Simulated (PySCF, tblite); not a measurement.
# C₄H₁₁FGeSi: geometry, infrared bands and NMR shifts

What infrared bands and NMR shifts should C₄H₁₁FGeSi (`C[SiH2][CH2][GeH2]/[CH]=C\F`) show?

Programs: tblite 0.8.0 and PySCF 2.14.0, with density-fitted response routines of our own. Each step states its level of theory. These are calculated values for one molecule in the gas phase, unless marked as measured. Atoms count from 0, in the outputs and in this text.

**1. The molecule as given**

18 atoms, charge 0, multiplicity 1; geometry from: force field or distance geometry start.

Bonds of the start (Å): C0–Si1 1.89, Si1–C2 1.86, C2–Ge3 1.94, Ge3–C4 1.93, C4–C5 1.34, C5–F6 1.36, C0–H7 1.12, C0–H8 1.11, C0–H9 1.12, Si1–H10 1.46, Si1–H11 1.47, C2–H12 1.09, C2–H13 1.12, Ge3–H14 1.55, Ge3–H15 1.54, C4–H16 1.08, C5–H17 1.08.

**2. Relaxing the molecule with GFN2-xTB**

The job: settings as JSON, then the geometry in Å.

```
{"job": {"kind": "relax", "xc": "GFN2-xTB", "basis": "xTB"}, "charge": 0, "multiplicity": 1}
C      2.398400     0.445400     0.969900
Si     1.070800     1.281700    -0.075200
C      0.408900     0.079400    -1.331800
Ge    -0.495000    -1.398300    -0.462600
C     -1.885700    -0.754500     0.715800
C     -2.916000    -0.041900     0.236300
F     -3.018000     0.250900    -1.088700
H      2.837400     1.194900     1.671500
H      3.187700     0.041500     0.309500
H      1.933200    -0.380300     1.558900
H      1.667400     2.425500    -0.763200
H     -0.017200     1.745000     0.804500
H      1.227100    -0.302200    -1.947800
H     -0.322700     0.613000    -1.986300
H      0.532700    -2.202700     0.379200
H     -1.119700    -2.332800    -1.515200
H     -1.820600    -0.967300     1.772700
H     -3.677600     0.309000     0.920900
```

Started as:

```console
OMP_NUM_THREADS=1 python probes_run.py task.json out
```

One launch serves the whole session: the jobs run in the order shown.

**Question.** This job is followed by: GFN2-xTB harmonic vibrations, gas phase; GIAO PBE0/pcSseg-1 NMR shielding, non-relativistic, gas phase. Predict these results of the whole session: strongest single infrared mode (GFN2-xTB); zero-point energy (GFN2-xTB); ¹³C shifts against TMS (PBE0/pcSseg-1); ¹H shifts against TMS (PBE0/pcSseg-1, means over atoms taken as alike); ²⁹Si shifts against TMS (PBE0/pcSseg-1); ⁷³Ge shifts against GeMe4 (PBE0/pcSseg-1); ¹⁹F shifts against CFCl3 (PBE0/pcSseg-1).

**Answer**, as computed:

```
                                                              quantity                                   value
                             strongest single infrared mode (GFN2-xTB)                   1987 cm⁻¹, 500 km/mol
                                          zero-point energy (GFN2-xTB)                           79.9 kcal/mol
                                ¹³C shifts against TMS (PBE0/pcSseg-1)            168.6, 108.7, -6.3, -6.5 ppm
¹H shifts against TMS (PBE0/pcSseg-1, means over atoms taken as alike)  7.33, 5.35, 4.37, 4.33, 0.20, 0.14 ppm
                               ²⁹Si shifts against TMS (PBE0/pcSseg-1)                               -44.7 ppm
                             ⁷³Ge shifts against GeMe4 (PBE0/pcSseg-1)                                -174 ppm
                              ¹⁹F shifts against CFCl3 (PBE0/pcSseg-1)                               -86.1 ppm
```

**Reading.** Relaxing lowered the energy by 0.250 eV in 58 steps; the close pair that moved most is Ge3–H14, from 1.553 to 1.507 Å. All 48 modes are real, so the xTB geometry is a minimum. The strongest single mode, at 1987 cm⁻¹, moves mainly H14 and H15. GFN2-xTB is a fitted tight-binding method: band positions and strengths are rough. Its intensities can rank the bands wrongly. Spin-orbit coupling is left out, which matters for shieldings and couplings at and beside the heavy atoms.
